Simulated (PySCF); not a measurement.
# C7H9F: the cost of one run

Programs: PySCF 2.14.0, with routines of our own; each step states its level. All values are computed. Atoms count from 0.

## 1. The starting structure

17 atoms, charge 0, multiplicity 1; geometry from: GFN2-xTB.

## 2. Circular dichroism and optical rotation: TDDFT wB97X-D/def2-SVPD

The job: settings as JSON, then the geometry in Å.

```
{"job": {"kind": "ecd", "xc": "wB97X-D", "basis": "def2-SVPD", "nstates": 16}, "charge": 0, "multiplicity": 1}
C     -2.592767     1.008161     0.628105
C     -1.685516     0.282526    -0.003324
C     -0.699461    -0.575218     0.675869
C      0.666754    -0.744492     0.129287
C      1.849772    -0.220504    -0.078424
C      2.217017     1.177822     0.296052
C     -0.248054    -1.874576     0.019777
F     -0.067530    -2.970460     0.820179
H     -2.670114     1.008459     1.702787
H     -3.293215     1.628678     0.096839
H     -1.618894     0.298899    -1.083294
H     -0.790485    -0.602646     1.756973
H      2.627349    -0.811739    -0.546513
H      1.368149     1.698449     0.730969
H      2.555349     1.721626    -0.584824
H      3.035855     1.168604     1.014284
H     -0.661207    -2.181561    -0.935191
```

Method: TDDFT wB97X-D/def2-SVPD circular dichroism and optical rotation, one conformer, gas phase.

On the command line:

```sh
$ OMP_NUM_THREADS=1 python excited_run.py task.json out
```

One launch serves the whole session: the jobs run in the order shown.

**Question.** How long does this first job take on 1 thread of Arm Neoverse V2, shared host, and how much memory does it need?

About 1.8 min, with a peak of 1 GiB.
